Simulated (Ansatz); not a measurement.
# FH₂NSn: a ladder of functionals and wavefunction methods

Aim: compute FH₂NSn with functionals from several rungs and with coupled cluster. The yardstick is the atomisation energy at the CCSD(T) limit.

Program: Ansatz 0.2.0, Gaussian basis. Level of theory: functionals in def2-TZVPP, the program's frozen cores in correlated methods. These are calculated values, not measurements.

Levels to be run: LDA (SPW92), PBE-D4, revPBE-D4, BLYP-D4, r2SCAN-D4, B97M-V, PBE0-D4, B3LYP-D4, r2SCANh-D4, r2SCAN0-D4, HSE06-D4, BHLYP-D4, CAM-B3LYP-D4, LC-ωPBE, ωB97X-V, ωB97M-V, B2PLYP, PBE-QIDH; CCSD(T)/def2-SVP; CCSD(T)/def2-TZVPP; MP2/def2-QZVPP; extrapolation to the limit; RPA on PBE.

## Step 1: The geometry

All runs share one geometry, relaxed beforehand with PBE0-D4 in a triple-zeta def2 set. Sn takes the def2 core potential; no spin-orbit term is included.

5 atoms, charge 0, spin multiplicity 1.

Atoms are counted from 1 here; the program's logs count them from 0.

Bond lengths: N1–Sn2 2.003 Å, N1–H4 1.008 Å, N1–H5 1.010 Å, Sn2–F3 1.951 Å. Angles: Sn2–N1–H4 126.2°, Sn2–N1–H5 121.8°, H4–N1–H5 112.0°, N1–Sn2–F3 92.0°.

## Step 2: LDA

This LDA is Slater exchange with PW92 correlation.

Input file in.yaml:

```yaml
crystal:
  periodic: [false, false, false]
  atoms:
    - {symbol: N, position_ang: [-0.302943, 0.495514, -0.393332]}
    - {symbol: Sn, position_ang: [0.338932, -0.053665, 1.423233]}
    - {symbol: F, position_ang: [0.966948, -1.775887, 0.754336]}
    - {symbol: H, position_ang: [-0.746802, 1.369304, -0.629108]}
    - {symbol: H, position_ang: [-0.206235, -0.108867, -1.196629]}
basis:
  gaussian: {orbitals: def2-TZVPP}
hamiltonian: {xc: lda}
output: {orbitals: {seedname: orbitals}}
```

After this run come: PBE-D4 (GGA); revPBE-D4 (GGA); BLYP-D4 (GGA); r2SCAN-D4 (meta-GGA); B97M-V (meta-GGA); PBE0-D4 (hybrid); B3LYP-D4 (hybrid); r2SCANh-D4 (hybrid); r2SCAN0-D4 (hybrid); HSE06-D4 (hybrid); BHLYP-D4 (hybrid); CAM-B3LYP-D4 (range-separated); LC-ωPBE-D4 (range-separated); ωB97X-V (range-separated); ωB97M-V (range-separated); B2PLYP (double hybrid); PBE-QIDH (double hybrid); CCSD(T) in def2-SVP; CCSD(T) in def2-TZVPP; MP2 in def2-QZVPP; RPA on PBE orbitals.

**Question.** What will the summary of the whole plan be? Wanted: atomisation energy, CCSD(T)/CBS; farthest beyond LDA; mean size of error, GGA; mean size of error, meta-GGA; mean size of error, hybrid; mean size of error, range-separated; mean size of error, double hybrid; gap, smallest and largest; T1 diagnostic.

**Answer**, as computed:

| quantity | value |
| --- | --- |
| atomisation energy, CCSD(T)/CBS | 387.7 kcal/mol |
| functionals within 3.9 kcal/mol (1.0 %) | B97M-V, B3LYP-D4, CAM-B3LYP-D4, ωB97X-V |
| farthest beyond LDA | BHLYP-D4 (-24.4 kcal/mol) |
| mean size of error, GGA | 6.4 kcal/mol |
| mean size of error, meta-GGA | 4.0 kcal/mol |
| mean size of error, hybrid | 13.3 kcal/mol |
| mean size of error, range-separated | 3.8 kcal/mol |
| mean size of error, double hybrid | 11.7 kcal/mol |
| gap, smallest and largest | 3.66 eV (BLYP-D4), 10.27 eV (LC-ωPBE) |
| T1 diagnostic | 0.0169 |
| triples share of the correlation energy | 3.2 % |

What this shows: The LDA atomisation energy is off by 63.1 kcal/mol (16 %): it overbinds. PBE-D4 misses by +8.2 kcal/mol. Double hybrids carry the basis error of their MP2 part in triple zeta, and no dispersion term here, so their miss is partly the set-up's. Taken by rung, range-separated functionals do best (3.8 kcal/mol on average) and hybrid ones worst beyond LDA (13.3 kcal/mol). The gap between the best rungs is small, so their order is not settled. The mean of the hybrids holds BHLYP, with half exact exchange. The reference freezes the cores and leaves out spin-orbit coupling and excitations past (T), and its outer-core shells are covered unevenly, so misses under about 3.9 kcal/mol can't be ranked. All levels share the lack of spin-orbit coupling, which lowers the free heavy atoms and so the true binding. Hartree-Fock recovers 62 % of the binding; the rest is correlation. CCSD(T) in def2-SVP is off by -46.9 kcal/mol, more than most functionals: a good method in a small basis is no reference. The gap grows from 3.7 to 10.3 eV across the functionals, mostly with the share of exact exchange. Correlated methods include outer-core shells of Sn, which these sets cover unevenly.
